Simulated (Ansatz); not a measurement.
# SnH: the cost of one run

Method: DFT PBE, scalar-relativistic, plane waves, PAW, unless a step names another level, in Ansatz 0.2.0.

3 further runs of the same task are left out: 1 that didn't finish, 2 set aside as unsound or not needed.

### 1 The structure to begin with

Symmetry: P-3m1, No. 164, trigonal system. Conventional cell: a = 5.190 Å, b = 5.190 Å, c = 3.181 Å, α = 90.00°, β = 90.00°, γ = 120.00°. Sn (site symmetry 3m) has 5 Sn at 3.00 to 3.18 Å and 6 H at 3.23 Å as nearest neighbours. H (site symmetry 3m) is surrounded by 1 H at 0.76 Å.

As a file:

```
Sn H
1.0
     5.18950    0.00000    0.00000
    -2.59475    4.49424    0.00000
     0.00000    0.00000    3.18053
Sn H
2 2
Direct
  0.33333 0.66667 0.00113
  0.66667 0.33333 0.99887
  0.00000 0.00000 0.38043
  0.00000 0.00000 0.61957
```

It came out lowest among 15 distinct ends of the trial cells. At a tolerance of 0.05 Å it has space group P6/mmm (No. 191).

### 2 Tight relaxation for the response runs, on the response runs' mesh and smearing

input.yaml

```yaml
crystal:
  lattice:
    - [5.1895010717, 0.0, 0.0]
    - [-2.5947505359, 4.4942397611, 0.0]
    - [0.0, 0.0, 3.180530688]
  atoms:
    - { symbol: Sn, position: [0.3333333333, 0.6666666667, 0.0011317337] }
    - { symbol: Sn, position: [0.6666666667, 0.3333333333, 0.9988682663] }
    - { symbol: H, position: [0.0, 0.0, 0.3804318005] }
    - { symbol: H, position: [0.0, 0.0, 0.6195681995] }
basis:
  ecutwfc: 420
kpoints:
  mp_grid: { grid: [12, 12, 10] }
hamiltonian:
  xc: pbe
scf:
  occupations: { method: gaussian, width: 0.1 }
output:
  forces: true
  stress: true
  eigenvalues: true
relax:
  adjacent_minimum: "off"
  f_tol: 0.001
  max_steps: 60
  cell: { stress_tol: 0.01 }
```

Launch:

```bash
> ansatz run input.yaml --threads 3 --pin off --max-ram 7680MiB --backend cpu --events-out ev --progress --plain --runs-dir out
```

Q: Estimate wall time and peak memory on 3 threads of Intel Xeon Platinum 8259CL at 2.50GHz (Skylake/Cascade Lake), shared host.

About 13 s, with a peak of 0.57 GiB.
